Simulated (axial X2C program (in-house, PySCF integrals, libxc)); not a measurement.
**A two-component session on CrN: EOM-EA-CCSD levels**

Wanted for CrN: EOM-EA-CCSD levels, at the two-component level.

Computed with an in-house X2C program for linear molecules on PySCF integrals. Level: two-component X2C with atomic mean-field terms, Cr dyall-acv3z, N dyall-av3z.

All values are calculated.

**1. The job**

File task.json:

```json
{"zs": [24, 7], "q": 0, "bas": ["dyall-acv3z", "dyall-av3z"], "r0": 1.71, "eom": "ea", "thr": -2.0, "nmax": 92, "grid": [1, 0.96, 1.045, 0.92, 1.09, 1.15]}
```

Keys: zs atomic numbers; q charge; bas basis sets; r0 starting distance in Å; eom kind of EOM run; thr threshold in hartree for freezing inner shells (an s shell follows its p shell); nmax most natural virtual spinors; grid distances as factors.

Run with:

```console
> python soeom.py task.json out
```

The runs that follow: EOM-EA-CCSD at 1.555 Å.

Q: Predict the outcome of this session. Wanted: next root led by one particle; T1 of the reference.

The runs gave:

| quantity | value |
| --- | --- |
| lowest root at 1.555 Å | Ω = 1/2, 7.168 eV |
| next root led by one particle | Ω = 5/2, about 16190 cm⁻¹ higher |
| T1 of the reference | 0.177 |

What this shows: The added electron is bound by 7.17 eV in a spinor of 54% Cr sσ, 15% N pσ, 13% Cr pσ. Errors of 0.1 to 0.3 eV are usual at this size, and roots led by higher excitations are left out, so the list is incomplete, and low states of that kind can be missing. T1 or the largest double amplitude of the reference is raised, which lowers the reliability.
